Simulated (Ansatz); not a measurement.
# MgO (Periclase): the cost of one run

All numbers are computed with Ansatz 0.2.0 through its Python package. Level of theory: DFT PBE, plane waves, PAW.

The COD entry's cell or inner coordinates are ideal or old and differ from later refinements, so a difference from it is no clean test against experiment.

**1. The structure**

It takes space group Fm-3m (No. 225, cubic). Conventional cell: a = 4.217 Å, b = 4.217 Å, c = 4.217 Å, α = 90.00°, β = 90.00°, γ = 90.00°. Around Mg (site symmetry m-3m) lie 6 O at 2.11 Å. O (site symmetry m-3m) has 6 Mg at 2.11 Å as nearest neighbours.

No structure file is read: the coordinates are typed or built in the script.

**2. The code**

The input, elastic_mgo.py:

```python
"""Stiffness tensor and moduli of MgO."""

from dataclasses import replace

import ansatz as az
import numpy as np


def main() -> None:
    crystal = (
        az.Lattice.from_parameters(2.981869, 2.981869, 2.981869, alpha=60.0, beta=60.0, gamma=60.0)
        .atom("Mg", [0.0, 0.0, 0.0])
        .atom("O", [0.5, 0.5, 0.5])
    )

    setup = (
        crystal.calculation()
        .functional("pbe")
        .basis(34 * az.Ry)
        .occupations("fixed")
        .kpoints(9, 9, 9)
    )
    # relax, then strain
    rest = setup.relax(cell=True).run(threads=1, backend="cpu").lattice
    relaxed = az.Crystal(lattice=az.Lattice.of(rest.cell_ang))
    for site in rest.sites:
        relaxed = relaxed.atom(site.symbol, site.position_frac)
    setup = replace(setup, crystal=relaxed)
    print("relaxed volume {:.3f} A^3".format(abs(np.linalg.det(rest.cell_ang))))
    done = setup.elastic("relaxed_ion", amplitude=0.003).run(threads=1, backend="cpu")
    elastic = done.elastic

    print("C_ij (GPa), Voigt order xx yy zz yz xz xy")
    for row in elastic.c_gpa:
        print(" ".join(f"{value:8.1f}" for value in row))
    print("smallest eigenvalue of C:", round(elastic.stability.min_eigenvalue_gpa, 1), "GPa; stable:", elastic.stability.stable)
    # averaged moduli need a positive definite tensor
    if elastic.stability.min_eigenvalue_gpa > 0:
        m = elastic.moduli
        print(f"K = {m.k_hill_gpa:.1f}, G = {m.g_hill_gpa:.1f}, E = {m.youngs_gpa:.1f} GPa, Poisson ratio {m.poisson:.3f}, K/G = {m.k_hill_gpa / m.g_hill_gpa:.2f}")


if __name__ == "__main__":
    main()
```

**3. Running it**

Command:

```
$ python elastic_mgo.py
```

**Question.** How long does this script take on 1 thread of Arm Neoverse V2, shared host, and how much memory does it need?

About 20 s, with a peak of 0.42 GiB.
